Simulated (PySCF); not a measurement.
**TiCl₃: relaxation and vibrations of the doublet**

Where does doublet TiCl₃ go from a T-shaped start, is the end point a minimum, and what are its modes, charges and moments?

Computed with PySCF 2.14.0. Level: PBE0, basis Ti def2-SVP, Cl def2-SVP, no relativity, density fitting.

### 1 The starting structure

4 atoms, charge 0, spin multiplicity 2.

Bond lengths: Ti1–Cl2 2.350 Å, Ti1–Cl3 2.350 Å, Ti1–Cl4 2.350 Å. Angles: Cl2–Ti1–Cl3 88.0°, Cl2–Ti1–Cl4 88.0°, Cl3–Ti1–Cl4 176.0°.

```xyz
4
charge 0 multiplicity 2
Ti    0.0000    0.0000    0.0000
Cl    0.0000    0.0000    2.3500
Cl    2.3486    0.0000    0.0820
Cl   -2.3486    0.0000    0.0820
```

### 2 First SCF at the start

One driver script runs all steps and calls PySCF; scf.py shows how it sets up the SCF of each step. The optimiser is the driver's own. After this first run the driver tries any further starts and a stability analysis.

Contents of scf.py:

```python
from pyscf import gto, scf, dft
mol = gto.M(atom='''
Ti     0.000000     0.000000     0.000000
Cl     0.000000     0.000000     2.350000
Cl     2.348600     0.000000     0.082000
Cl    -2.348600     0.000000     0.082000''',
    basis={'Ti': 'def2-SVP', 'Cl': 'def2-SVP'},
    charge=0, spin=1)
mf = dft.UKS(mol, xc='PBE0')
mf.grids.atom_grid = (50, 194)
aux = {'Ti': 'def2-universal-JKFIT', 'Cl': 'def2-universal-JKFIT'}
mf = mf.density_fit(auxbasis=aux)
mf.conv_tol = 1e-08
mf.diis_space = 10
mf.max_cycle = 60
mf.init_guess = 'minao'
mf.verbose = 4
mf.kernel()
```

Started as:

```sh
$ OMP_NUM_THREADS=2 python axn.py task.json out
```

The runs that follow: Relaxation: T-shaped start, doublet; Frequencies.

Before running it: what results should come out? Wanted: minimum; geometry; wavenumbers; dipole moment; highest occupied, lowest empty level; polar-tensor charge of Ti1; zero-point energy; atomisation energy; ⟨S²⟩.

As calculated:

| quantity | value |
| --- | --- |
| minimum | doublet, D3h |
| geometry | Ti–Cl 2.185 Å (×3); Cl–Ti–Cl 120.0° (×3) |
| wavenumbers (cm⁻¹) | 79 (a2''), 100 (e'), 367 (a1'), 506 (e') |
| dipole moment | 0.00 D |
| highest occupied, lowest empty level (either spin) | -7.69, -3.21 eV |
| polar-tensor charge of Ti1 | +1.72 e |
| zero-point energy | 9.9 kJ/mol |
| entropy at 298.15 K | 337.9 J/(mol K) |
| atomisation energy (no zero-point energy) | 1362 kJ/mol |
| ⟨S²⟩ | 0.756 |

The T-shaped start (C2v) ends in a minimum of D3h symmetry. In the infrared the band at 506 cm⁻¹ (e', stretch) leads. Ti1 has a polar-tensor charge of +1.7 e (a dipole derivative, not a static charge), yet symmetry cancels the bond dipoles. Most of the spin sits on Ti1 (Mulliken spin 1.13, against 1 for the whole molecule). Other starts or spin states, not run here, may lie lower. One determinant may miss the lowest occupation of an open d or f shell.
